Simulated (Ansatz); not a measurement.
The system is Ba2Tl5V3O12.

```xyz
22
Lattice="6.4899 -6.6769 -0.0476 6.4899 6.6769 -0.0476 -1.9674 0.0000 5.7522" Properties=species:S:1:pos:R:3 pbc="T T T"
Ba    6.4899    0.2782   -0.0476
Ba    6.4899   -3.9079   -0.0476
V     9.8970    1.9304    1.4039
V     1.1155    1.9304    4.2530
V     5.5062   -0.9938    2.8285
Tl    7.5378    2.3899    3.6011
Tl    3.4747    2.3899    2.0558
Tl    5.5062    6.4755    2.8285
Tl    2.4016   -1.2210    1.2385
Tl    8.6109   -1.2210    4.4184
O     0.8627    1.7317    2.5341
O     6.4815    0.0639    3.8372
O     7.0413   -3.2392    4.8045
O     8.1926    1.8299    1.1215
O     6.5476   -1.8120    1.7511
O     0.1757    0.7388    5.0824
O     4.4649   -1.8120    3.9058
O    10.8367    0.7388    0.5745
O     3.9711   -3.2392    0.8524
O     2.8198    1.8299    4.5354
O    10.1497    1.7317    3.1228
O     4.5309    0.0639    1.8197
```

The cell was built by a generator and needn't be a form met in nature.

Base run:

| Property | Result |
| --- | --- |
| Program | Ansatz 0.2.0 |
| Functional | PBE |
| Potentials or basis | Ansatz PAW |
| Cutoff | 420 eV (not typed: the program's choice for these potentials) |
| k mesh | 3 × 3 × 5 |
| Occupations | fermi-dirac, width 0.05 eV |
| Spin | collinear spin, ferromagnetic start |
| Starting moments | [0.0, 0.0, 2.0, 2.0, 2.0, 0.0, 0.0, 0.0, 0.0, 0.0, 0.0, 0.0, 0.0, 0.0, 0.0, 0.0, 0.0, 0.0, 0.0, 0.0, 0.0, 0.0] μB |
| Hubbard terms | V d U = 2 eV |

Its results: band gap on the k mesh 2.91 eV, indirect (least direct gap 2.96 eV); pressure 0.1 GPa; net moment 0.00 μB per cell; largest force 0.069 eV/Å.

Task: The run is repeated on the same cell with these changes: hubbard terms from V d U = 2 eV to V d U = 8 eV. What comes out?

Result: Band gap on the k mesh 2.95 eV, indirect (least direct gap 3.00 eV); pressure 0.7 GPa; net moment 0.00 μB per cell; largest force 0.372 eV/Å.

Caveats: the magnetic or orbital state may not be the lowest; odd divisions of the mesh miss points on the zone boundary, where band edges often lie, so the gap on the mesh can be too wide; spin-orbit coupling is left out, which as a rule narrows the gap of such compounds by several tenths of an eV; the starting moments weren't kept.

A k mesh can miss the band edges.
